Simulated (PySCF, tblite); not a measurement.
# C4H2Mg: changes of charge, part 2 of 2

tblite 0.8.0 and PySCF 2.14.0. Atoms count from 0. The steps go on from the part before.

## (11) Single point (C4H2Mg− (doublet)): TPSSh-D3(BJ)/ma-def2-SVP

Geometry: PBE0-D3(BJ)/ma-def2-SVP.

The job: settings as JSON, then the geometry in Å.

```
{"job": {"kind": "sp", "xc": "TPSSh", "basis": "ma-def2-SVP", "d3": "d3bj", "grid": 3}, "charge": -1, "multiplicity": 2}
Mg    -0.948504    -0.958372     0.014443
C     -0.172154    -0.180316     1.844868
C      0.232928     0.217314     2.939483
H      0.591322     0.569419     3.891232
C     -0.241425    -0.228999    -1.862501
C      0.118493     0.144068    -2.981019
H      0.436651     0.471518    -3.955457
```

Log:

```text
final grid: 94672 points
cycle   1  E = -353.4030743466  dE =  2.482e-02  |g| = 2.625e-01  |ddm| = 3.706e+00
cycle   2  E = -353.1053964251  dE =  2.977e-01  |g| = 7.723e-01  |ddm| = 3.330e+00
cycle   3  E = -353.4478726747  dE = -3.425e-01  |g| = 3.006e-02  |ddm| = 1.040e+00
cycle   4  E = -353.4486383258  dE = -7.657e-04  |g| = 4.074e-03  |ddm| = 1.404e-01
cycle   5  E = -353.4486462285  dE = -7.903e-06  |g| = 2.307e-03  |ddm| = 8.649e-02
cycle   6  E = -353.4486500692  dE = -3.841e-06  |g| = 4.651e-04  |ddm| = 2.166e-02
cycle   7  E = -353.4486501166  dE = -4.737e-08  |g| = 4.382e-04  |ddm| = 5.667e-03
cycle   8  E = -353.4486502225  dE = -1.059e-07  |g| = 9.162e-05  |ddm| = 1.496e-03
cycle   9  E = -353.4486502290  dE = -6.524e-09  |g| = 1.304e-05  |ddm| = 6.101e-04
converged SCF energy = -353.4486502290
```

Run time: 14 s. Hardware: 1 thread of Arm Neoverse V1, shared host; peak memory 0.5 GiB.

## (12) Single point (C4H2Mg): TPSSh-D3(BJ)/ma-def2-SVP in acetonitrile

Geometry: PBE0-D3(BJ)/ma-def2-SVP.

The job: settings as JSON, then the geometry in Å.

```
{"job": {"kind": "sp", "xc": "TPSSh", "basis": "ma-def2-SVP", "d3": "d3bj", "grid": 3, "solvent": "acetonitrile"}, "charge": 0, "multiplicity": 1}
Mg     0.006397     0.001529    -0.007946
C      0.010354     0.071667     2.013041
C      0.010480     0.112854     3.238209
H      0.009350     0.149027     4.314578
C     -0.002832    -0.068660    -2.028939
C     -0.008309    -0.109493    -3.254108
H     -0.012646    -0.145416    -4.330471
```

Log:

```text
final grid: 94672 points
cycle   1  E = -353.4542629842  dE = -1.380e-03  |g| = 6.961e-02  |ddm| = 1.413e+00
cycle   2  E = -353.4491892667  dE =  5.074e-03  |g| = 1.528e-01  |ddm| = 1.080e+00
cycle   3  E = -353.4556039989  dE = -6.415e-03  |g| = 1.605e-02  |ddm| = 3.553e-01
cycle   4  E = -353.4556817678  dE = -7.777e-05  |g| = 1.262e-03  |ddm| = 3.832e-02
cycle   5  E = -353.4556823272  dE = -5.594e-07  |g| = 2.563e-04  |ddm| = 7.701e-03
cycle   6  E = -353.4556823465  dE = -1.932e-08  |g| = 2.825e-05  |ddm| = 5.579e-03
cycle   7  E = -353.4556823467  dE = -2.290e-10  |g| = 1.040e-06  |ddm| = 4.867e-04
converged SCF energy = -353.4556823467
```

Run time: 5.5 s. Hardware: 1 thread of Arm Neoverse V1, shared host; peak memory 0.53 GiB.

## (13) Single point (C4H2Mg− (doublet)): TPSSh-D3(BJ)/ma-def2-SVP in acetonitrile

Geometry: PBE0-D3(BJ)/ma-def2-SVP.

The job: settings as JSON, then the geometry in Å.

```
{"job": {"kind": "sp", "xc": "TPSSh", "basis": "ma-def2-SVP", "d3": "d3bj", "grid": 3, "solvent": "acetonitrile"}, "charge": -1, "multiplicity": 2}
Mg    -0.948504    -0.958372     0.014443
C     -0.172154    -0.180316     1.844868
C      0.232928     0.217314     2.939483
H      0.591322     0.569419     3.891232
C     -0.241425    -0.228999    -1.862501
C      0.118493     0.144068    -2.981019
H      0.436651     0.471518    -3.955457
```

Log:

```text
final grid: 94672 points
cycle   1  E = -353.5251523433  dE = -4.061e-03  |g| = 5.024e-02  |ddm| = 7.503e-01
cycle   2  E = -353.5196502197  dE =  5.502e-03  |g| = 1.120e-01  |ddm| = 6.108e-01
cycle   3  E = -353.5267231340  dE = -7.073e-03  |g| = 1.083e-02  |ddm| = 1.367e-01
cycle   4  E = -353.5267957651  dE = -7.263e-05  |g| = 1.519e-03  |ddm| = 4.467e-02
cycle   5  E = -353.5267989704  dE = -3.205e-06  |g| = 3.750e-04  |ddm| = 5.664e-02
cycle   6  E = -353.5267992077  dE = -2.373e-07  |g| = 8.843e-05  |ddm| = 1.208e-02
cycle   7  E = -353.5267992255  dE = -1.781e-08  |g| = 1.004e-04  |ddm| = 1.000e-03
cycle   8  E = -353.5267992327  dE = -7.195e-09  |g| = 3.487e-05  |ddm| = 2.776e-04
converged SCF energy = -353.5267992327
```

Run time: 11 s. Hardware: 1 thread of Arm Neoverse V1, shared host; peak memory 0.53 GiB.

## (14) Single point (C₄H₂Mg): TPSSh-D3(BJ)/ma-def2-SVP in dimethylsulfoxide

Geometry: PBE0-D3(BJ)/ma-def2-SVP.

The job: settings as JSON, then the geometry in Å.

```
{"job": {"kind": "sp", "xc": "TPSSh", "basis": "ma-def2-SVP", "d3": "d3bj", "grid": 3, "solvent": "dimethylsulfoxide"}, "charge": 0, "multiplicity": 1}
Mg     0.006397     0.001529    -0.007946
C      0.010354     0.071667     2.013041
C      0.010480     0.112854     3.238209
H      0.009350     0.149027     4.314578
C     -0.002832    -0.068660    -2.028939
C     -0.008309    -0.109493    -3.254108
H     -0.012646    -0.145416    -4.330471
```

Log:

```text
final grid: 94672 points
cycle   1  E = -353.4545271198  dE = -1.421e-03  |g| = 7.011e-02  |ddm| = 1.428e+00
cycle   2  E = -353.4494135831  dE =  5.114e-03  |g| = 1.535e-01  |ddm| = 1.088e+00
cycle   3  E = -353.4558860462  dE = -6.472e-03  |g| = 1.619e-02  |ddm| = 3.570e-01
cycle   4  E = -353.4559650870  dE = -7.904e-05  |g| = 1.270e-03  |ddm| = 3.831e-02
cycle   5  E = -353.4559656554  dE = -5.684e-07  |g| = 2.609e-04  |ddm| = 7.970e-03
cycle   6  E = -353.4559656754  dE = -1.998e-08  |g| = 2.880e-05  |ddm| = 5.672e-03
cycle   7  E = -353.4559656756  dE = -2.402e-10  |g| = 1.085e-06  |ddm| = 4.940e-04
converged SCF energy = -353.4559656756
```

Wall time 6 s (1 thread of Arm Neoverse V1, shared host); peak memory 0.53 GiB.

## (15) Single point (C₄H₂Mg− (doublet)): TPSSh-D3(BJ)/ma-def2-SVP in dimethylsulfoxide

Geometry: PBE0-D3(BJ)/ma-def2-SVP.

The job: settings as JSON, then the geometry in Å.

```
{"job": {"kind": "sp", "xc": "TPSSh", "basis": "ma-def2-SVP", "d3": "d3bj", "grid": 3, "solvent": "dimethylsulfoxide"}, "charge": -1, "multiplicity": 2}
Mg    -0.948504    -0.958372     0.014443
C     -0.172154    -0.180316     1.844868
C      0.232928     0.217314     2.939483
H      0.591322     0.569419     3.891232
C     -0.241425    -0.228999    -1.862501
C      0.118493     0.144068    -2.981019
H      0.436651     0.471518    -3.955457
```

Log:

```text
final grid: 94672 points
cycle   1  E = -353.5257767357  dE = -4.134e-03  |g| = 5.057e-02  |ddm| = 7.550e-01
cycle   2  E = -353.5202370722  dE =  5.540e-03  |g| = 1.125e-01  |ddm| = 6.175e-01
cycle   3  E = -353.5273674973  dE = -7.130e-03  |g| = 1.091e-02  |ddm| = 1.373e-01
cycle   4  E = -353.5274412632  dE = -7.377e-05  |g| = 1.524e-03  |ddm| = 4.526e-02
cycle   5  E = -353.5274445312  dE = -3.268e-06  |g| = 3.775e-04  |ddm| = 5.741e-02
cycle   6  E = -353.5274447734  dE = -2.422e-07  |g| = 8.979e-05  |ddm| = 1.208e-02
cycle   7  E = -353.5274447918  dE = -1.847e-08  |g| = 1.009e-04  |ddm| = 1.025e-03
cycle   8  E = -353.5274447991  dE = -7.269e-09  |g| = 3.522e-05  |ddm| = 2.817e-04
converged SCF energy = -353.5274447991
```

Wall time 11 s (1 thread of Arm Neoverse V1, shared host); peak memory 0.53 GiB.

## (16) Changes of charge: TPSSh-D3(BJ)/ma-def2-SVP

This step combines the energies above: geometries from PBE0-D3(BJ)/ma-def2-SVP, zero-point and thermal terms from GFN2-xTB.

The job: settings as JSON, then the geometry in Å.

```
{"job": {"kind": "rx", "dirs": [-1], "deep": 3, "geom": {"xc": "PBE0", "basis": "ma-def2-SVP", "d3": "d3bj", "grid": 1}, "level": {"xc": "TPSSh", "basis": "ma-def2-SVP", "d3": "d3bj", "grid": 3, "solvents": ["acetonitrile", "dimethylsulfoxide"]}}, "charge": 0, "multiplicity": 1}
Mg     0.006397     0.001529    -0.007946
C      0.010354     0.071667     2.013041
C      0.010480     0.112854     3.238209
H      0.009350     0.149027     4.314578
C     -0.002832    -0.068660    -2.028939
C     -0.008309    -0.109493    -3.254108
H     -0.012646    -0.145416    -4.330471
```

Output (the driver's rows laid out field by field):

```text
ionisation and electron attachment, TPSSh-D3(BJ)/ma-def2-SVP // PBE0-D3(BJ)/ma-def2-SVP

row 1
  change                  reduction
  charge                  -1
  multiplicity            2
  vertical_ev             -0.1528
  vertical_s2             0.75
  formula                 C4H2Mg
  kept                    yes
  pieces                  1
  point_group             C2v
  adiabatic_electronic_ev 0.4905
  adiabatic_ev            0.5608
  free_energy_ev          0.665
  s2                      0.75
  bonds_moved             0 1 2.022 2.135; 0 4 2.022 2.134; 1 2 1.226 1.233; 4 5 1.226 1.233
  spin_on                 0 Mg 0.727; 4 C 0.116; 1 C 0.116
  charge_moved            0 Mg -0.689; 2 C -0.127; 5 C -0.127
  vertical_back_ev        1.2648
  relaxation_parent_ev    0.7742
  relaxation_ion_ev       0.6433
  reorganisation_ev       1.4175
  solution                solvent acetonitrile, absolute_potential_v 2.1097, solvation_parent_kj -65.79, solvation_ion_kj -205.18; solvent dimethylsulfoxide, absolute_potential_v 2.1196, solvation_parent_kj -66.54, solvation_ion_kj -206.88
```

It took 3.4 min on 1 thread of Arm Neoverse V1, shared host; peak memory 0.53 GiB.

Energy taken up on oxidation, or given off on reduction (eV; adiabatic with zero-point energy):

```
                    change  product  vertical  adiabatic  free energy  reorganisation  ⟨S²⟩
reduction (multiplicity 2)   C4H2Mg     -0.15       0.56         0.67            1.42  0.75
```

On reduction to multiplicity 2 charge changes most on Mg0 (-0.69 e), C2 (-0.13 e), C5 (-0.13 e); the spin sits on Mg0 (0.73), C4 (0.12), C1 (0.12); the bond Mg0–C1 goes from 2.022 to 2.135 Å; the absolute potential is 2.11 V in acetonitrile, 2.12 V in dimethylsulfoxide.

## (17) Single point (C4H2Mg): wB97X-D3(BJ)/ma-def2-SVP

Geometry: PBE0-D3(BJ)/ma-def2-SVP.

The job: settings as JSON, then the geometry in Å.

```
{"job": {"kind": "sp", "xc": "wB97X", "basis": "ma-def2-SVP", "d3": "d3bj", "grid": 2}, "charge": 0, "multiplicity": 1}
Mg     0.006397     0.001529    -0.007946
C      0.010354     0.071667     2.013041
C      0.010480     0.112854     3.238209
H      0.009350     0.149027     4.314578
C     -0.002832    -0.068660    -2.028939
C     -0.008309    -0.109493    -3.254108
H     -0.012646    -0.145416    -4.330471
```

Log:

```text
coarse grid: 7208 points
cycle   1  E = -353.3972197101  dE =  3.284e-01  |g| = 3.732e-01  |ddm| = 6.790e+00
cycle   2  E = -353.4316777496  dE = -3.446e-02  |g| = 2.369e-01  |ddm| = 3.770e+00
cycle   3  E = -353.4459137162  dE = -1.424e-02  |g| = 8.797e-02  |ddm| = 6.102e-01
cycle   4  E = -353.4478881343  dE = -1.974e-03  |g| = 3.045e-02  |ddm| = 2.144e-01
cycle   5  E = -353.4482215044  dE = -3.334e-04  |g| = 3.023e-03  |ddm| = 2.334e-01
cycle   6  E = -353.4482297729  dE = -8.269e-06  |g| = 6.370e-04  |ddm| = 4.799e-02
final grid: 67112 points
cycle   7  E = -353.4881867556  dE = -7.026e-06  |g| = 9.445e-04  |ddm| = 4.682e-02
cycle   8  E = -353.4881870609  dE = -3.053e-07  |g| = 4.128e-04  |ddm| = 6.935e-03
cycle   9  E = -353.4881871163  dE = -5.541e-08  |g| = 1.640e-04  |ddm| = 1.372e-03
cycle  10  E = -353.4881871247  dE = -8.348e-09  |g| = 9.943e-05  |ddm| = 9.025e-04
converged SCF energy = -353.4881871247
```

Wall time 2.2 s (1 thread of Arm Neoverse V1, shared host); peak memory 0.49 GiB.

## (18) Single point (C₄H₂Mg− (doublet)): wB97X-D3(BJ)/ma-def2-SVP

Geometry: PBE0-D3(BJ)/ma-def2-SVP, that of another charge or spin state.

The job, as its differences from that of step 17:

```diff
@@ -1,2 +1,2 @@
-{"job": {"kind": "sp", "xc": "wB97X", "basis": "ma-def2-SVP", "d3": "d3bj", "grid": 2}, "charge": 0, "multiplicity": 1}
+{"job": {"kind": "sp", "xc": "wB97X", "basis": "ma-def2-SVP", "d3": "d3bj", "grid": 2}, "charge": -1, "multiplicity": 2}
 Mg     0.006397     0.001529    -0.007946
```

Log:

```text
final grid: 67112 points
cycle   1  E = -353.4770360417  dE = -5.638e-04  |g| = 4.212e-02  |ddm| = 2.378e+01
cycle   2  E = -353.4763264127  dE =  7.096e-04  |g| = 5.747e-02  |ddm| = 1.564e+01
cycle   3  E = -353.4780043478  dE = -1.678e-03  |g| = 1.651e-03  |ddm| = 4.544e+00
cycle   4  E = -353.4780190530  dE = -1.471e-05  |g| = 9.722e-04  |ddm| = 8.145e+00
cycle   5  E = -353.4780260693  dE = -7.016e-06  |g| = 5.155e-04  |ddm| = 5.982e+00
cycle   6  E = -353.4780294906  dE = -3.421e-06  |g| = 2.806e-04  |ddm| = 3.957e+00
cycle   7  E = -353.4780309144  dE = -1.424e-06  |g| = 1.023e-04  |ddm| = 1.900e+00
cycle   8  E = -353.4780311028  dE = -1.885e-07  |g| = 3.232e-05  |ddm| = 2.417e-01
cycle   9  E = -353.4780311215  dE = -1.869e-08  |g| = 1.933e-05  |ddm| = 1.638e-01
cycle  10  E = -353.4780311294  dE = -7.897e-09  |g| = 1.812e-05  |ddm| = 4.311e-02
converged SCF energy = -353.4780311294
```

Run time: 5 s. Hardware: 1 thread of Arm Neoverse V1, shared host; peak memory 0.5 GiB.

## (19) Single point (C4H2Mg): wB97X-D3(BJ)/ma-def2-SVP

Geometry: PBE0-D3(BJ)/ma-def2-SVP, that of another charge or spin state.

The job: settings as JSON, then the geometry in Å.

```
{"job": {"kind": "sp", "xc": "wB97X", "basis": "ma-def2-SVP", "d3": "d3bj", "grid": 2}, "charge": 0, "multiplicity": 1}
Mg    -0.948504    -0.958372     0.014443
C     -0.172154    -0.180316     1.844868
C      0.232928     0.217314     2.939483
H      0.591322     0.569419     3.891232
C     -0.241425    -0.228999    -1.862501
C      0.118493     0.144068    -2.981019
H      0.436651     0.471518    -3.955457
```

Log:

```text
coarse grid: 7208 points
cycle   1  E = -353.3650912506  dE =  2.543e-01  |g| = 3.687e-01  |ddm| = 3.849e+00
cycle   2  E = -353.4009347312  dE = -3.584e-02  |g| = 2.317e-01  |ddm| = 1.281e+00
cycle   3  E = -353.4152447924  dE = -1.431e-02  |g| = 8.258e-02  |ddm| = 4.370e-01
cycle   4  E = -353.4170224415  dE = -1.778e-03  |g| = 3.366e-02  |ddm| = 1.654e-01
cycle   5  E = -353.4174360205  dE = -4.136e-04  |g| = 3.565e-03  |ddm| = 9.608e-02
cycle   6  E = -353.4174510782  dE = -1.506e-05  |g| = 8.598e-04  |ddm| = 2.666e-02
cycle   7  E = -353.4174521162  dE = -1.038e-06  |g| = 1.859e-04  |ddm| = 8.313e-03
final grid: 67112 points
cycle   8  E = -353.4580603907  dE = -5.734e-06  |g| = 7.831e-04  |ddm| = 3.173e-02
cycle   9  E = -353.4580605783  dE = -1.876e-07  |g| = 3.607e-04  |ddm| = 3.573e-03
cycle  10  E = -353.4580606199  dE = -4.159e-08  |g| = 1.052e-04  |ddm| = 8.230e-04
cycle  11  E = -353.4580606244  dE = -4.575e-09  |g| = 6.268e-05  |ddm| = 3.660e-04
converged SCF energy = -353.4580606244
```

Wall time 2 s (1 thread of Arm Neoverse V1, shared host); peak memory 0.49 GiB.

## (20) Single point (C₄H₂Mg− (doublet)): wB97X-D3(BJ)/ma-def2-SVP

Geometry: PBE0-D3(BJ)/ma-def2-SVP.

The job, as its differences from that of step 19:

```diff
@@ -1,2 +1,2 @@
-{"job": {"kind": "sp", "xc": "wB97X", "basis": "ma-def2-SVP", "d3": "d3bj", "grid": 2}, "charge": 0, "multiplicity": 1}
+{"job": {"kind": "sp", "xc": "wB97X", "basis": "ma-def2-SVP", "d3": "d3bj", "grid": 2}, "charge": -1, "multiplicity": 2}
 Mg    -0.948504    -0.958372     0.014443
```

Log:

```text
final grid: 67112 points
cycle   1  E = -353.4991286899  dE = -8.311e-03  |g| = 1.022e-01  |ddm| = 6.543e-01
cycle   2  E = -353.4951424058  dE =  3.986e-03  |g| = 1.393e-01  |ddm| = 3.792e-01
cycle   3  E = -353.5049639578  dE = -9.822e-03  |g| = 5.015e-03  |ddm| = 1.491e-01
cycle   4  E = -353.5050558209  dE = -9.186e-05  |g| = 2.287e-03  |ddm| = 7.221e-02
cycle   5  E = -353.5050858399  dE = -3.002e-05  |g| = 7.990e-04  |ddm| = 6.543e-02
cycle   6  E = -353.5050900559  dE = -4.216e-06  |g| = 3.875e-04  |ddm| = 2.704e-02
cycle   7  E = -353.5050911746  dE = -1.119e-06  |g| = 1.582e-04  |ddm| = 1.649e-02
cycle   8  E = -353.5050913307  dE = -1.561e-07  |g| = 9.806e-05  |ddm| = 5.905e-03
cycle   9  E = -353.5050913497  dE = -1.906e-08  |g| = 4.042e-05  |ddm| = 1.437e-03
cycle  10  E = -353.5050913535  dE = -3.772e-09  |g| = 1.022e-05  |ddm| = 5.358e-04
converged SCF energy = -353.5050913535
```

It took 5.1 s on 1 thread of Arm Neoverse V1, shared host; peak memory 0.5 GiB.

## (21) Single point (C4H2Mg): wB97X-D3(BJ)/ma-def2-SVP in acetonitrile

Geometry: PBE0-D3(BJ)/ma-def2-SVP.

The job: settings as JSON, then the geometry in Å.

```
{"job": {"kind": "sp", "xc": "wB97X", "basis": "ma-def2-SVP", "d3": "d3bj", "grid": 2, "solvent": "acetonitrile"}, "charge": 0, "multiplicity": 1}
Mg     0.006397     0.001529    -0.007946
C      0.010354     0.071667     2.013041
C      0.010480     0.112854     3.238209
H      0.009350     0.149027     4.314578
C     -0.002832    -0.068660    -2.028939
C     -0.008309    -0.109493    -3.254108
H     -0.012646    -0.145416    -4.330471
```

Log:

```text
final grid: 67112 points
cycle   1  E = -353.5139284263  dE = -2.295e-03  |g| = 3.536e-02  |ddm| = 1.082e+00
cycle   2  E = -353.5141334320  dE = -2.050e-04  |g| = 3.119e-02  |ddm| = 3.416e-01
cycle   3  E = -353.5143898253  dE = -2.564e-04  |g| = 6.604e-03  |ddm| = 7.720e-02
cycle   4  E = -353.5144106401  dE = -2.081e-05  |g| = 2.113e-03  |ddm| = 8.928e-02
cycle   5  E = -353.5144135867  dE = -2.947e-06  |g| = 2.773e-04  |ddm| = 5.086e-02
cycle   6  E = -353.5144136399  dE = -5.318e-08  |g| = 4.765e-05  |ddm| = 7.322e-03
cycle   7  E = -353.5144136413  dE = -1.359e-09  |g| = 1.110e-05  |ddm| = 6.548e-04
converged SCF energy = -353.5144136413
```

Run time: 2.3 s. Hardware: 1 thread of Arm Neoverse V1, shared host; peak memory 0.52 GiB.

## (22) Single point (C₄H₂Mg− (doublet)): wB97X-D3(BJ)/ma-def2-SVP in acetonitrile

Geometry: PBE0-D3(BJ)/ma-def2-SVP.

The job: settings as JSON, then the geometry in Å.

```
{"job": {"kind": "sp", "xc": "wB97X", "basis": "ma-def2-SVP", "d3": "d3bj", "grid": 2, "solvent": "acetonitrile"}, "charge": -1, "multiplicity": 2}
Mg    -0.948504    -0.958372     0.014443
C     -0.172154    -0.180316     1.844868
C      0.232928     0.217314     2.939483
H      0.591322     0.569419     3.891232
C     -0.241425    -0.228999    -1.862501
C      0.118493     0.144068    -2.981019
H      0.436651     0.471518    -3.955457
```

Log:

```text
final grid: 67112 points
cycle   1  E = -353.5825072955  dE = -4.024e-03  |g| = 2.588e-02  |ddm| = 4.975e-01
cycle   2  E = -353.5832925895  dE = -7.853e-04  |g| = 2.145e-02  |ddm| = 2.510e-01
cycle   3  E = -353.5836381268  dE = -3.455e-04  |g| = 6.966e-03  |ddm| = 8.152e-02
cycle   4  E = -353.5837860362  dE = -1.479e-04  |g| = 2.709e-03  |ddm| = 1.654e-01
cycle   5  E = -353.5838120918  dE = -2.606e-05  |g| = 7.427e-04  |ddm| = 9.013e-02
cycle   6  E = -353.5838145077  dE = -2.416e-06  |g| = 1.426e-04  |ddm| = 3.852e-02
cycle   7  E = -353.5838145744  dE = -6.677e-08  |g| = 4.684e-05  |ddm| = 4.001e-03
cycle   8  E = -353.5838145821  dE = -7.682e-09  |g| = 2.766e-05  |ddm| = 5.332e-04
converged SCF energy = -353.5838145821
```

Wall time 4.2 s (1 thread of Arm Neoverse V1, shared host); peak memory 0.52 GiB.

## (23) Changes of charge: wB97X-D3(BJ)/ma-def2-SVP

This step combines the energies above: geometries from PBE0-D3(BJ)/ma-def2-SVP, zero-point and thermal terms from GFN2-xTB.

The job: settings as JSON, then the geometry in Å.

```
{"job": {"kind": "rx", "dirs": [-1], "deep": 3, "geom": {"xc": "PBE0", "basis": "ma-def2-SVP", "d3": "d3bj", "grid": 1}, "level": {"xc": "wB97X", "basis": "ma-def2-SVP", "d3": "d3bj", "solvents": ["acetonitrile"]}}, "charge": 0, "multiplicity": 1}
Mg     0.006397     0.001529    -0.007946
C      0.010354     0.071667     2.013041
C      0.010480     0.112854     3.238209
H      0.009350     0.149027     4.314578
C     -0.002832    -0.068660    -2.028939
C     -0.008309    -0.109493    -3.254108
H     -0.012646    -0.145416    -4.330471
```

Output (the driver's rows laid out field by field):

```text
ionisation and electron attachment, wB97X-D3(BJ)/ma-def2-SVP // PBE0-D3(BJ)/ma-def2-SVP

row 1
  change                  reduction
  charge                  -1
  multiplicity            2
  vertical_ev             -0.2764
  vertical_s2             0.75
  formula                 C4H2Mg
  kept                    yes
  pieces                  1
  point_group             C2v
  adiabatic_electronic_ev 0.46
  adiabatic_ev            0.5303
  free_energy_ev          0.6345
  s2                      0.751
  bonds_moved             0 1 2.022 2.135; 0 4 2.022 2.134; 1 2 1.226 1.233; 4 5 1.226 1.233
  spin_on                 0 Mg 0.754; 4 C 0.107; 1 C 0.106
  charge_moved            0 Mg -0.681; 2 C -0.13; 5 C -0.13
  vertical_back_ev        1.2798
  relaxation_parent_ev    0.8198
  relaxation_ion_ev       0.7363
  reorganisation_ev       1.5561
  solution                solvent acetonitrile, absolute_potential_v 2.063, solvation_parent_kj -68.86, solvation_ion_kj -206.69
```

It took 21 s on 1 thread of Arm Neoverse V1, shared host; peak memory 0.52 GiB.

Energy taken up on oxidation, or given off on reduction (eV; adiabatic with zero-point energy):

```
                    change  product  vertical  adiabatic  free energy  reorganisation  ⟨S²⟩
reduction (multiplicity 2)   C4H2Mg     -0.28       0.53         0.63            1.56  0.75
```

On reduction to multiplicity 2 charge changes most on Mg0 (-0.68 e), C2 (-0.13 e), C5 (-0.13 e); the spin sits on Mg0 (0.75), C4 (0.11), C1 (0.11); the bond Mg0–C1 goes from 2.022 to 2.135 Å; the absolute potential is 2.06 V in acetonitrile.

## (24) Outcome

What follows sums up all 2 parts.

| quantity | value |
| --- | --- |
| strongest single infrared mode (GFN2-xTB) | 518 cm⁻¹, 171 km/mol |
| zero-point energy (GFN2-xTB) | 21.3 kcal/mol |
| point group | Dinfh |
| rotational constants (main isotopes) | 1.30, 1.30 GHz |
| surface potential, 1st and 99th percentile | -0.97 V and 5.50 V |
| electron affinity (TPSSh-D3(BJ)/ma-def2-SVP) | vertical -0.15 eV, adiabatic 0.56 eV (unbound at the start geometry) |
| electron affinity (wB97X-D3(BJ)/ma-def2-SVP) | vertical -0.28 eV, adiabatic 0.53 eV (unbound at the start geometry) |

In words: No mode is imaginary among the 16: a minimum at this level. The strongest single mode, at 518 cm⁻¹, moves mainly Mg0. GFN2-xTB is a fitted tight-binding method: band positions and strengths are rough. Its intensities can rank the bands wrongly. The optimisation took 12 steps and gained 0.066 eV; among the close pairs (by a distance rule), C4–C5 changed most, from 1.204 to 1.226 Å (PBE0/ma-def2-SVP). At TPSSh-D3(BJ)/ma-def2-SVP, relaxation with the zero-point term after reduction moves the energy given off from -0.15 eV (vertical) to 0.56 eV (adiabatic, with zero-point energy).
